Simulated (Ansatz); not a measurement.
# Ta4NiO11 (P1) in Ansatz: further runs

One crystal, Ta4NiO11, is run at these levels: PBE; tasks: relaxation of cell and atoms.

Program: Ansatz 0.2.0. These are calculated values, not measurements. Logs are shortened: lines on timing, memory, paths and dates and some standing lists are left out, and cuts for length are marked.

### 1 Starting point

The typed cell holds 16 atoms: a = 5.293 Å, b = 5.336 Å, c = 7.911 Å, α = 90.30°, β = 93.72°, γ = 90.45°.

The cell was built by a generator and needn't be a form met in nature.

### 2 Relaxation of cell and atoms, PBE, collinear spin, ferromagnetic start, target pressure 2 GPa, at which the enthalpy is minimised

input.yaml reads:

```yaml
crystal:
  lattice:
    - [5.29285, -0.00032, -0.02518]
    - [-0.0419, 5.33569, 0.0234]
    - [-0.4762, -0.07999, 7.89609]
  atoms:
    - { symbol: Ta, position: [0.52261, 0.46364, 0.51843] }
    - { symbol: Ta, position: [0.55532, 0.53163, 0.98083] }
    - { symbol: Ta, position: [0.02338, 0.98832, 0.50961] }
    - { symbol: Ta, position: [0.04916, 0.02484, 0.01689] }
    - { symbol: Ni, position: [0.06538, 0.57998, 0.26898], spin: 1.0 }
    - { symbol: O, position: [0.96711, 0.93834, 0.23892] }
    - { symbol: O, position: [0.21005, 0.28324, 0.4299] }
    - { symbol: O, position: [0.27287, 0.71995, 0.06145] }
    - { symbol: O, position: [0.33888, 0.2382, 0.03682] }
    - { symbol: O, position: [0.30665, 0.75341, 0.45874] }
    - { symbol: O, position: [0.50103, 0.44858, 0.74991] }
    - { symbol: O, position: [0.70564, 0.16332, 0.48732] }
    - { symbol: O, position: [0.73302, 0.83358, 0.9406] }
    - { symbol: O, position: [0.85284, 0.36497, 0.07896] }
    - { symbol: O, position: [0.81889, 0.65561, 0.47584] }
    - { symbol: O, position: [0.07718, 0.01239, 0.7468] }
hamiltonian:
  xc: pbe
  pseudopotentials: { kind: paw }
magnetization:
  spin_polarized: true
kpoints:
  mp_grid: { grid: [4, 4, 3] }
scf:
  occupations: { method: fermi_dirac, width: 0.05 }
output:
  forces: true
  stress: true
  eigenvalues: true
  write_density: true
  write_potential: true
  elf: true
  volumetric_format: npy
relax:
  f_tol: 0.01
  max_steps: 40
  cell: { stress_tol: 0.05, p_target: 2.0 }
```

Potentials or basis: Ansatz PAW.

Launch:

```console
$ ansatz run input.yaml --threads 8 --pin off --max-ram 20480MiB --backend cpu --events-out ev --progress --plain --runs-dir out
```

The log of the run:

```text
Warning: RAYON_NUM_THREADS=8 ignored (pool sized by the plan → 8); use --threads N
Engine: ansatz 0.2.0, aarch64-unknown-linux-gnu
Pseudopotentials: kind: paw
Pseudopotential: Ta, paw, valence charge 13, recommended cutoff 420 eV (normal), Ta.paw.azcp
Pseudopotential: Ni, paw, valence charge 18, recommended cutoff 420 eV (normal), Ni.paw.azcp
Pseudopotential: O, paw, valence charge 6, recommended cutoff 420 eV (normal), O.paw.azcp
Functional definition: PBE
  parameter kappa = 0.804
  parameter beta = 0.06672455060314922
  exchange = pbe_x(kappa = kappa, mu = beta*pi^2/3)
  correlation = pbe_c(beta = beta)
Crystal: 16 atoms, lattice volume = 222.939 Å³
Basis set: ecut = 420 eV, 4345 PW (Γ), exchange–correlation on 72×72×108 points (8 copies of the dense FFT grid, shifted against one another)
Bands: 85, of which v1, the nominal top of the filled ones, is band 68 counted from 1 (67 counted from 0)
[... 308 lines left out ...]
  k-point 1 ↑: bands = ["-96.0017", "-60.4604", "-60.3987", "-60.3659", "-60.3179", "-56.5257", "-56.4344", "-56.1838", "-27.3552", "-27.1762", "-27.0907", "-27.0813", "-27.0393", "-26.9851", "-26.9366", "-26.9010", "-26.8946", "-26.8730", "-26.8431", "-26.8281", "-10.8621", "-10.6491", "-10.3238", "-10.0173", "-9.7151", "-9.4824", "-9.3240", "-9.1649", "-8.9608", "-8.8788", "-8.3262", "1.6047", "1.7162", "1.7752", "1.9566", "2.0129", "2.1740", "2.3326", "2.5121", "2.6330", "2.9830", "3.1396", "3.3851", "3.4571", "3.6331", "3.7575", "3.9039", "4.2078", "4.2813", "4.5557", "4.8283", "4.9767", "5.2352", "5.4378", "5.6161", "5.6835", "5.8992", "6.0306", "6.1941", "6.3421", "6.4445", "6.5061", "6.6223", "6.6537", "6.9322", "7.0933", "7.1397", "7.4947", "7.7599", "10.2245", "10.3785", "10.7420", "11.1527", "11.4440", "11.5295", "11.8995", "12.2603", "12.4385", "12.5298", "12.7079", "13.1535", "13.2532", "13.4598", "13.4832", "14.3111"]
  k-point 2 ↑: bands = ["-96.0017", "-60.4604", "-60.3986", "-60.3659", "-60.3179", "-56.5257", "-56.4344", "-56.1838", "-27.3574", "-27.1742", "-27.0787", "-27.0685", "-27.0247", "-26.9759", "-26.9422", "-26.9172", "-26.9088", "-26.8817", "-26.8499", "-26.8288", "-10.8024", "-10.4411", "-10.2715", "-9.8984", "-9.7619", "-9.5097", "-9.4272", "-9.3117", "-9.0997", "-8.7257", "-8.5637", "1.6316", "1.7435", "1.8750", "2.0076", "2.2682", "2.3090", "2.4391", "2.5005", "2.6978", "2.8039", "3.0523", "3.3334", "3.4693", "3.6387", "3.8594", "4.0651", "4.1850", "4.5435", "4.6208", "4.8701", "5.0281", "5.1454", "5.3274", "5.4959", "5.7295", "5.7979", "5.8988", "5.9962", "6.1357", "6.2428", "6.3629", "6.4185", "6.6588", "6.8583", "7.0406", "7.1411", "7.4622", "7.6721", "10.6072", "10.7220", "10.8363", "10.9748", "11.1744", "11.3891", "11.6798", "12.1311", "12.3692", "12.6119", "12.9657", "13.0779", "13.1841", "13.4225", "14.3433", "14.9096"]
  k-point 25 ↓: bands = ["-94.0304", "-60.4582", "-60.3954", "-60.3625", "-60.3171", "-54.4955", "-54.4725", "-54.4118", "-27.3531", "-27.1740", "-27.0988", "-27.0762", "-27.0436", "-26.9737", "-26.9355", "-26.8959", "-26.8889", "-26.8641", "-26.8410", "-26.8194", "-10.6630", "-10.2265", "-10.1595", "-10.0220", "-9.7741", "-9.5171", "-9.2954", "-9.2513", "-8.9287", "-8.8828", "-8.4069", "1.5880", "1.6535", "1.8048", "1.9377", "2.1608", "2.4025", "2.6242", "2.8497", "3.0763", "3.3286", "3.5084", "3.6706", "3.9169", "4.0457", "4.3055", "4.3812", "4.4621", "4.6248", "4.7518", "4.8616", "4.9671", "5.0360", "5.1358", "5.2562", "5.4151", "5.5931", "5.7000", "5.9151", "6.0839", "6.1538", "6.3285", "6.4687", "6.7403", "7.4854", "7.5904", "7.7493", "9.1263", "9.5617", "10.6765", "11.0718", "11.4095", "11.5170", "11.7825", "11.9471", "12.1247", "12.2604", "12.4106", "12.5533", "12.7255", "13.0375", "13.3119", "13.5534", "14.6756", "15.1792"]
--- Relaxed structure (13 steps of the walk, 12 accepted, 2 SCFs on fresh bases) ---
  F+E_penalty+E_count = -51822.35201292 eV   max|allowed force component| = 8.987e-3 eV/Å   (the final SCF, on the basis selected at the relaxed cell)
  cell:  # Å, volume = 217.6951 Å³
    - [5.264761905213521, -0.007154144977967941, -0.039374521691641046]
    - [-0.04864574351511756, 5.304827039651557, 0.020453504243295936]
    - [-0.495211609341499, -0.08300554319135037, 7.7981700341822595]
  atoms:
    - { symbol: Ta, position: [0.520969067706459, 0.4630870431504667, 0.5185449747395295] }
    - { symbol: Ta, position: [0.5561888268102526, 0.5341179645144494, 0.9811266361078081] }
    - { symbol: Ta, position: [0.022369804607111205, 0.9876861725686408, 0.5081322212821286] }
    - { symbol: Ta, position: [0.05089966296755787, 0.03017591198676402, 0.015453821615954563] }
    - { symbol: Ni, position: [0.07021759203437969, 0.5787468227600167, 0.26609605575327366] }
    - { symbol: O, position: [0.9568503947245054, 0.9320073459700351, 0.23729691563804614] }
    - { symbol: O, position: [0.2067192071985857, 0.28491371639779073, 0.4250226294913345] }
    - { symbol: O, position: [0.2736651113300145, 0.7208842997838387, 0.06304565670322455] }
    - { symbol: O, position: [0.3460003224347787, 0.2371744055475319, 0.047575393905661054] }
    - { symbol: O, position: [0.3110381806759202, 0.7578334471833951, 0.4575548163250089] }
    - { symbol: O, position: [0.4867311500573916, 0.43847641501766854, 0.7510653366102042] }
    - { symbol: O, position: [0.7030988407840081, 0.16177065069751229, 0.48570680601693095] }
    - { symbol: O, position: [0.7315152880956315, 0.8346502342718086, 0.9335505920944245] }
    - { symbol: O, position: [0.8588770436313313, 0.3651185941472158, 0.07590442821020325] }
    - { symbol: O, position: [0.822326618716119, 0.6546464416092327, 0.4848696942598307] }
    - { symbol: O, position: [0.08254288822595368, 0.01871053439363365, 0.7490540212464367] }
```

rho_z.tsv:

```text
# z_ang	rho[e/angstrom^3]	rho_spin[e/angstrom^3]
# format = ansatz-planar-average/11
# lattice	5.264761905	-0.007154145	-0.039374522
# lattice	-0.048645744	5.304827040	0.020453504
# lattice	-0.495211609	-0.083005543	7.798170034
# sites	16
# site	73	2.463461396	2.409827473	4.032660728
# site	73	2.416353882	2.747985416	7.640017248
# site	73	-0.181908008	5.197166487	3.981822304
# site	73	0.258853765	0.158431097	0.119124582
# site	28	0.209751478	3.047562000	2.084134905
# site	8	4.874739129	4.917595364	1.831868986
[... 8 lines left out ...]
# site	8	4.057394991	3.426656229	3.762107417
# site	8	0.062718218	0.036489989	5.838383232
0.000000	1.042495e0	2.318368e-3
0.144710	1.140150e0	2.917862e-3
0.289419	1.201692e0	3.496440e-3
0.434129	1.169852e0	4.133134e-3
0.578838	1.028443e0	5.061341e-3
0.723548	8.116702e-1	5.385005e-3
[... 46 lines left out ...]
7.524900	8.703206e-1	1.584452e-3
7.669609	9.545207e-1	1.896387e-3
```

It took 5.7 min on 8 threads of Arm Neoverse V1, shared host; peak memory 1.6 GiB.

What came out:

- Free energy: -51822.3520 eV
- Relaxed volume: 13.61 Å³/atom
- Relaxed cell: a = 5.265 Å, b = 5.305 Å, c = 7.814 Å, α = 90.35°, β = 94.06°, γ = 90.60°
- Space group after relaxing (to 0.05 Å): P1 (No. 1)
- Energy change on relaxing (the enthalpy is what falls): +2.0 meV/atom
- Ionic steps: 14
- Pressure after relaxing: 2.0 GPa
- Largest force after relaxing: 0.011 eV/Å
- Band gap on the k mesh: 1.28 eV, indirect (least direct gap 1.38 eV)
- Net moment: 2.00 μB per cell
- Absolute moment: 2.09 μB per cell
- Site moments: Ta +0.00; Ni +1.50; O +0.09, +0.04, +0.07, +0.00, +0.01 μB

Forces on the atoms (eV/Å):
```
Ta  -0.001 -0.001  0.004
Ta   0.007 -0.002 -0.001
Ta   0.000 -0.002 -0.002
Ta  -0.001 -0.006 -0.001
Ni   0.000  0.001  0.002
O    0.001  0.002  0.000
O    0.000 -0.001  0.000
O   -0.002  0.001 -0.002
O   -0.002 -0.001  0.001
O   -0.001  0.000 -0.001
O   -0.002  0.009 -0.005
O    0.000  0.002 -0.002
O    0.002  0.000  0.004
O   -0.002 -0.001  0.003
O   -0.002  0.001  0.002
O    0.003 -0.002 -0.001
```

The path:
| step | energy change (eV) | largest force (eV/Å) | volume (Å³) |
| --- | --- | --- | --- |
| 1 | 0.0000 | 0.0098 | 222.94 |
| 2 | 0.0076 | 0.1227 | 219.74 |
| 3 | 0.0076 | 0.0923 | 219.21 |
| 4 | 0.0105 | 0.0588 | 218.58 |
| 5 | 0.0113 | 0.0573 | 218.28 |
| 6 | 0.0111 | 0.0274 | 218.21 |
| 7 | 0.0121 | 0.0513 | 218.06 |
| 8 | 0.0118 | 0.0145 | 218.06 |
| 9 | 0.0117 | 0.0093 | 218.07 |
| 10 | 0.0281 | 0.0093 | 218.07 |
| 11 | 0.0303 | 0.0130 | 217.81 |
| 12 | 0.0313 | 0.0159 | 217.69 |
| 13 | 0.0312 | 0.0106 | 217.70 |
| 14 | 0.0328 | 0.0106 | 217.70 |

Final structure:
```
Ta Ni O
1.0
     5.26476   -0.00715   -0.03937
    -0.04865    5.30483    0.02045
    -0.49521   -0.08301    7.79817
Ta Ni O
4 1 11
Cartesian
  2.4635 2.4098 4.0327
  2.4164 2.7480 7.6400
  -0.1819 5.1972 3.9818
  0.2589 0.1584 0.1191
  0.2098 3.0476 2.0841
  4.8747 4.9176 1.8319
  0.8640 1.4747 3.3121
  1.3745 3.8170 0.4956
  1.7865 1.2517 0.3622
  1.3741 3.9800 3.5713
  2.1693 2.2602 5.8467
  3.4533 0.8128 3.7632
  3.3483 4.3450 7.2683
  4.4664 1.9244 0.5656
  4.0574 3.4267 3.7621
  0.0627 0.0365 5.8384
```

Levels at points of the mesh, in eV from the valence-band top:
Spin up:
| k point | band 66 | band 67 | band 68 | band 69 | band 70 | band 71 | band 72 | band 73 |
| --- | --- | --- | --- | --- | --- | --- | --- | --- |
| (0.00, 0.00, 0.00) | -0.76 | -0.70 | -0.33 | -0.09 | 2.39 | 2.55 | 2.89 | 3.13 |
| (0.00, -0.50, 0.00) | -0.85 | -0.71 | -0.45 | -0.18 | 2.75 | 2.98 | 3.13 | 3.29 |
| (-0.50, 0.00, 0.00) | -0.86 | -0.81 | -0.51 | -0.05 | 2.72 | 2.93 | 3.06 | 3.30 |
| (-0.50, -0.50, 0.00) | -0.96 | -0.90 | -0.78 | -0.14 | 2.85 | 3.06 | 3.31 | 3.55 |
Spin down:
| k point | band 63 | band 64 | band 65 | band 66 | band 67 | band 68 | band 69 | band 70 | band 71 | band 72 |
| --- | --- | --- | --- | --- | --- | --- | --- | --- | --- | --- |
| (0.00, 0.00, 0.00) | -1.12 | -1.01 | -0.27 | -0.14 | -0.03 | 1.54 | 1.74 | 2.41 | 2.58 | 2.91 |
| (0.00, -0.50, 0.00) | -1.17 | -0.96 | -0.31 | -0.24 | -0.01 | 1.48 | 1.74 | 2.79 | 3.03 | 3.18 |
| (-0.50, 0.00, 0.00) | -1.16 | -1.01 | -0.33 | -0.15 | -0.12 | 1.41 | 1.79 | 2.79 | 2.97 | 3.09 |
| (-0.50, -0.50, 0.00) | -1.37 | -1.08 | -0.32 | -0.24 | -0.08 | 1.30 | 1.74 | 2.88 | 3.09 | 3.34 |

Caveat: odd divisions of the mesh miss points on the zone boundary, where band edges often lie, so the gap on the mesh can be too wide; the plane-wave basis is chosen anew once the cell has moved, so the energies of steps on either side of that aren't comparable; the pressure holds a Pulay correction of +0.6 GPa for the finite cutoff; spin-orbit coupling is left out, which moves the levels of the heavy elements; a cell with one magnetic atom can't hold antiferromagnetic order, which such compounds often take.

### 3 Relaxation of cell and atoms, PBE, collinear spin, ferromagnetic start, target pressure 5 GPa, at which the enthalpy is minimised

Changes to input.yaml since step 2:

```diff
@@ -35,6 +35,2 @@
   eigenvalues: true
-  write_density: true
-  write_potential: true
-  elf: true
-  volumetric_format: npy
 relax:
@@ -42,2 +38,2 @@
   max_steps: 40
-  cell: { stress_tol: 0.05, p_target: 2.0 }
+  cell: { stress_tol: 0.05, p_target: 5.0 }
```

Potentials or basis: Ansatz PAW.

Launch:

```console
$ ansatz run input.yaml --threads 8 --pin off --max-ram 20480MiB --backend cpu --events-out ev --progress --plain --runs-dir out
```

Wall time 5.7 min (8 threads of Arm Neoverse V1, shared host); peak memory 1.6 GiB.

Results (log left out):

```
Free energy                                            : -51822.2035 eV
Relaxed volume                                         : 13.18 Å³/atom
Relaxed cell                                           : a = 5.219 Å, b = 5.265 Å, c = 7.698 Å, α = 90.32°, β = 94.61°, γ = 90.88°
Space group after relaxing (to 0.05 Å)                 : P1 (No. 1)
Energy change on relaxing (the enthalpy is what falls) : +11.3 meV/atom
Ionic steps                                            : 16
Pressure after relaxing                                : 5.0 GPa
Largest force after relaxing                           : 0.008 eV/Å
Band gap on the k mesh                                 : 1.26 eV, indirect (least direct gap 1.37 eV)
Net moment                                             : 2.00 μB per cell
Absolute moment                                        : 2.09 μB per cell
Site moments                                           : Ta +0.00; Ni +1.49; O +0.09, +0.04, +0.07, +0.00, +0.01, +0.05 μB
```

Forces in eV/Å, atoms in the order of the input:
```
Ta   0.000  0.005 -0.001
Ta  -0.001  0.002  0.000
Ta  -0.001  0.003 -0.002
Ta  -0.003  0.006  0.003
Ni   0.000 -0.001  0.002
O   -0.001  0.002 -0.003
O   -0.002 -0.002 -0.001
O    0.002 -0.003 -0.002
O   -0.004  0.000  0.000
O    0.002 -0.003  0.000
O   -0.001 -0.001  0.003
O    0.002 -0.001  0.000
O    0.002 -0.002  0.000
O    0.004 -0.002 -0.001
O    0.000 -0.001  0.003
O   -0.001 -0.002  0.000
```

Step by step:
```csv
step,energy change (eV),largest force (eV/Å),volume (Å³)
1,0.0000,0.0098,222.94
2,0.0941,0.3105,214.99
3,0.0939,0.2228,213.96
4,0.1194,0.1341,212.42
5,0.1399,0.1440,211.32
6,0.1316,0.0615,211.45
7,0.1288,0.0498,211.52
8,0.1281,0.0416,211.52
9,0.1299,0.0228,211.44
10,0.1292,0.0258,211.47
11,0.1286,0.0115,211.49
12,0.1616,0.0115,211.49
13,0.1724,0.0138,211.07
14,0.1802,0.0325,210.78
15,0.1788,0.0077,210.83
16,0.1813,0.0077,210.83
```

Final structure:
```cif
data_structure
_symmetry_space_group_name_H-M 'P 1'
_symmetry_Int_Tables_number 1
_cell_length_a 5.2192
_cell_length_b 5.2654
_cell_length_c 7.6977
_cell_angle_alpha 90.317
_cell_angle_beta 94.614
_cell_angle_gamma 90.877
_cell_volume 210.83
loop_
_atom_site_label
_atom_site_type_symbol
_atom_site_fract_x
_atom_site_fract_y
_atom_site_fract_z
_atom_site_occupancy
Ta1 Ta 0.51889 0.46089 0.51923 1
Ta2 Ta 0.55784 0.53958 0.98119 1
Ta3 Ta 0.02157 0.98448 0.50681 1
Ta4 Ta 0.05429 0.03506 0.01418 1
Ni1 Ni 0.07387 0.57738 0.26319 1
O1 O 0.94182 0.92447 0.23473 1
O2 O 0.20253 0.28449 0.41984 1
O3 O 0.27613 0.72484 0.06610 1
O4 O 0.35361 0.23939 0.05907 1
O5 O 0.31661 0.76140 0.45425 1
O6 O 0.46787 0.43212 0.75236 1
O7 O 0.69958 0.15722 0.48732 1
O8 O 0.72912 0.83951 0.92308 1
O9 O 0.86501 0.36693 0.07168 1
O10 O 0.82773 0.65010 0.49557 1
O11 O 0.09355 0.02214 0.75138 1
```

Levels at points of the mesh, in eV from the valence-band top:
Spin up:
| k point | band 66 | band 67 | band 68 | band 69 | band 70 | band 71 | band 72 | band 73 |
| --- | --- | --- | --- | --- | --- | --- | --- | --- |
| (0.00, 0.00, 0.00) | -0.85 | -0.73 | -0.39 | -0.07 | 2.33 | 2.52 | 2.85 | 3.09 |
| (0.00, -0.50, 0.00) | -0.93 | -0.75 | -0.50 | -0.12 | 2.71 | 2.87 | 3.06 | 3.26 |
| (-0.50, 0.00, 0.00) | -0.90 | -0.87 | -0.53 | -0.02 | 2.58 | 2.87 | 2.97 | 3.23 |
| (-0.50, -0.50, 0.00) | -0.98 | -0.92 | -0.81 | -0.13 | 2.80 | 3.01 | 3.31 | 3.50 |
Spin down:
| k point | band 63 | band 64 | band 65 | band 66 | band 67 | band 68 | band 69 | band 70 | band 71 | band 72 |
| --- | --- | --- | --- | --- | --- | --- | --- | --- | --- | --- |
| (0.00, 0.00, 0.00) | -1.25 | -1.08 | -0.30 | -0.21 | -0.05 | 1.48 | 1.77 | 2.35 | 2.55 | 2.87 |
| (0.00, -0.50, 0.00) | -1.27 | -1.10 | -0.34 | -0.29 | -0.03 | 1.42 | 1.78 | 2.76 | 2.91 | 3.12 |
| (-0.50, 0.00, 0.00) | -1.27 | -1.09 | -0.37 | -0.21 | -0.14 | 1.39 | 1.82 | 2.66 | 2.91 | 3.01 |
| (-0.50, -0.50, 0.00) | -1.49 | -1.25 | -0.35 | -0.26 | -0.10 | 1.28 | 1.75 | 2.84 | 3.04 | 3.33 |

Caveat: odd divisions of the mesh miss points on the zone boundary, where band edges often lie, so the gap on the mesh can be too wide; the plane-wave basis is chosen anew once the cell has moved, so the energies of steps on either side of that aren't comparable; the pressure holds a Pulay correction of +0.6 GPa for the finite cutoff; spin-orbit coupling is left out, which moves the levels of the heavy elements; a cell with one magnetic atom can't hold antiferromagnetic order, which such compounds often take. PBE gaps usually lie below the measured ones, often by a third to a half.
